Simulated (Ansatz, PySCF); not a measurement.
## Hg4O4 in two programs

Hg4O4 (singlet), relaxed with PySCF 2.14.0, RKS TPSS, Hg def2-SVP with ECP60, O def2-SVP; non-relativistic Hamiltonian with scalar-relativistic core potentials where named; density fitting; no spin-orbit coupling:

```xyz
8

Hg    1.1114    1.1114    1.1114
Hg    1.1114   -1.1114   -1.1114
Hg   -1.1114    1.1114   -1.1114
Hg   -1.1114   -1.1114    1.1114
O     1.1937    1.1937   -1.1937
O     1.1937   -1.1937    1.1937
O    -1.1937    1.1937    1.1937
O    -1.1937   -1.1937   -1.1937
```

There the HOMO–LUMO gap is 0.68 eV. The gap is small, and the closed shell wasn't tested for a lower spin-broken solution.

The same geometry by Ansatz 0.2.0 (PBE, PAW, a periodic box with 9 Å of vacuum):

```json
{"spin-orbit coupling": "without", "gap (eV)": "0.67", "largest force component (eV/Å)": "0.12"}
```

Question: What does the run with spin-orbit coupling give?

Answer: gap (eV): 0.63, largest force component (eV/Å): 0.18. It took 11 s on 4 threads of Intel(R) Xeon(R) 6975P-C (Granite Rapids) (shared host), peak memory 2.6 GiB.

The spin-orbit runs use fully relativistic datasets of their own, so changes of a few hundredths of an eV needn't come from the coupling.

No frequency check is given that shows the relaxed geometry to be a minimum.

The two programs differ in functional, so their gaps don't test each other.
